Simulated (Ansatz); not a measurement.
HfB, 2 atoms in the cell. The structure is cubic, space group Fm-3m (No. 225). The conventional cell has a = 4.620 Å, b = 4.620 Å, c = 4.620 Å, α = 90.00°, β = 90.00°, γ = 90.00°. Around Hf (site symmetry m-3m) lie 6 B at 2.31 Å. B (site symmetry m-3m) has 6 Hf at 2.31 Å as nearest neighbours. 

* Program: Ansatz 0.2.0
* Task: single point
* Functional: HSE06
* Potentials or basis: Ansatz PAW
* Cutoff: 420 eV (not typed: the program's choice for these potentials)
* k mesh: 4 × 4 × 4
* Occupations: fermi-dirac, width 0.05 eV
* Spin: spin-orbit coupling, no magnetisation

Potentials or basis: Ansatz PAW.

The run is started by

```sh
$ ansatz run input.yaml --threads 2 --pin off --max-ram 5632MiB --backend cpu --events-out ev --progress --plain --runs-dir out
```

Hardware: 2 threads of Arm Neoverse V2, on a shared host.

Q: How long does it take, and how much memory?

A: Wall time 53 s on 2 threads of Arm Neoverse V2, with other jobs on the host, peak memory 0.71 GiB. Counts: scf iterations 23, plane waves 531, k points 8, bands 38.
